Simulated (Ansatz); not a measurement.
# H4O3Si: the cost of one run

All numbers below are computed with Ansatz 0.2.0 (RKS PBE0-D4/STO-3G).

### 1 The structure to begin with

Bond lengths: Si1–O2 1.680 Å, O2–H3 1.010 Å, Si1–O4 1.680 Å, O4–H5 1.010 Å, Si1–H6 1.459 Å, Si1–O7 1.679 Å, O7–H8 1.010 Å. Angles: Si1–O2–H3 109.5°, O2–Si1–O4 109.4°, O2–Si1–H6 109.5°, O2–Si1–O7 109.5°, O4–Si1–H6 109.5°, O4–Si1–O7 109.5°, H6–Si1–O7 109.5°, Si1–O4–H5 109.5°, Si1–O7–H8 109.5°.

Coordinates:

```xyz
8

Si    0.0000    0.0000    0.0000
O     0.0000    0.0000    1.6800
H    -0.9095   -0.2814    2.0171
O     1.5842    0.0000   -0.5594
H     1.9006   -0.9521   -0.6761
H    -0.6877    1.1914   -0.4862
O    -0.7913   -1.3709   -0.5594
H    -1.2459   -1.8365    0.2129
```

### 2 Relaxing the start

Input file input.yaml:

```yaml
crystal:
  periodic: [false, false, false]
  atoms:
    - { symbol: Si, position_ang: [0.0, 0.0, 0.0] }
    - { symbol: O, position_ang: [0.0, 0.0, 1.68] }
    - { symbol: H, position_ang: [-0.9095, -0.2814, 2.0171] }
    - { symbol: O, position_ang: [1.5842, 0.0, -0.5594] }
    - { symbol: H, position_ang: [1.9006, -0.9521, -0.6761] }
    - { symbol: H, position_ang: [-0.6877, 1.1914, -0.4862] }
    - { symbol: O, position_ang: [-0.7913, -1.3709, -0.5594] }
    - { symbol: H, position_ang: [-1.2459, -1.8365, 0.2129] }
basis:
  gaussian: { orbitals: STO-3G }
hamiltonian:
  xc: pbe0
  dispersion: d4
relax:
  f_tol: 0.02
  max_steps: 40
```

On the command line:

```sh
ansatz run input.yaml --threads 1 --pin off --max-ram 2048MiB --backend cpu --events-out ev --progress --plain --runs-dir out
```

**Question.** How long does this run take on 1 thread of Arm Neoverse V1, shared host, and how much memory does it need?

About 20 s, with a peak of 0.099 GiB.
